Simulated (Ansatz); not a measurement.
# BeSe5: from a guess to a relaxed structure

The task: take a trial cell of BeSe5 to zero force and stress.

Method: DFT PBE, scalar-relativistic, plane waves, PAW, in Ansatz 0.2.0.

### 1 The system as given

Symmetry: P-62m, No. 189, hexagonal system. Conventional cell: a = 6.125 Å, b = 6.125 Å, c = 5.549 Å, α = 90.00°, β = 90.00°, γ = 120.00°. Around Be (site symmetry -62m) lie 12 Se at 3.37 to 3.54 Å. Se (site symmetry -6) has 9 Se at 3.49 to 3.54 Å and 3 Be at 3.54 Å in its first shell of neighbours. Around Se (site symmetry m2m) lie 10 Se at 3.30 to 3.66 Å and 2 Be at 3.37 Å.

Structure file:

```xyz
6
Lattice="6.1252 0.0000 0.0000 -3.0626 5.3045 0.0000 0.0000 0.0000 5.5488" Properties=species:S:1:pos:R:3 pbc="T T T"
Be    0.0000    0.0000    2.7744
Se    0.0000    3.5364    2.7744
Se   -2.1085    3.6521    0.0000
Se    4.2171    0.0000    0.0000
Se    0.9540    1.6525    0.0000
Se    3.0626    1.7682    2.7744
```

A structure generator made this guess: species swapped into a database cell of La5Mg (P-62m, No. 189), with Se on the La sites and Be on the Mg sites. Lengths come from tabulated atomic sizes and are only a guess.

### 2 Probe: one point on a coarse mesh

input.yaml

```yaml
crystal:
  lattice:
    - [6.12516573, 0.0, 0.0]
    - [-3.06258287, 5.30454913, 0.0]
    - [0.0, 0.0, 5.54883487]
  atoms:
    - { symbol: Be, position: [0.0, 0.0, 0.5] }
    - { symbol: Se, position: [0.33333333, 0.66666667, 0.5] }
    - { symbol: Se, position: [0.0, 0.68848425, 0.0] }
    - { symbol: Se, position: [0.68848425, 0.0, 0.0] }
    - { symbol: Se, position: [0.31151575, 0.31151575, 0.0] }
    - { symbol: Se, position: [0.66666667, 0.33333333, 0.5] }
basis:
  ecutwfc: 420
kpoints:
  mp_grid: { grid: [3, 3, 4] }
hamiltonian:
  xc: pbe
scf:
  occupations: { method: gaussian, width: 0.1 }
  lower_state_search: "off"
output:
  forces: true
  stress: true
  eigenvalues: true
```

Started as:

```
$ ansatz run input.yaml --threads 1 --pin off --max-ram 2560MiB --backend cpu --events-out ev --progress --plain --runs-dir out
```

The session goes on with these runs: rough relaxation on the coarse mesh; relaxation on the finer mesh.

Before running it: what results should come out? Wanted: conventional cell; volume; energy over the elements; gap on the mesh.

The runs gave:

| quantity | value |
| --- | --- |
| symmetry at the end (tolerance 0.05 Å) | space group P-62m (No. 189) |
| conventional cell | a = 6.430 Å, b = 6.430 Å, c = 3.418 Å, α = 90.00°, β = 90.00°, γ = 120.00° |
| volume | 20.40 Å³/atom |
| energy over the elements | +0.31 eV/atom |
| gap on the mesh | none (metal) |

The space group P-62m (No. 189) is kept, and the volume per atom shrinks by 32.1 % from the first guess. The formation energy is positive, so the separate elements lie lower. No finished test with a distortion of lower symmetry is shown, so the end may be a saddle point. The final runs have no spin polarisation, so a magnetic state may lie lower.
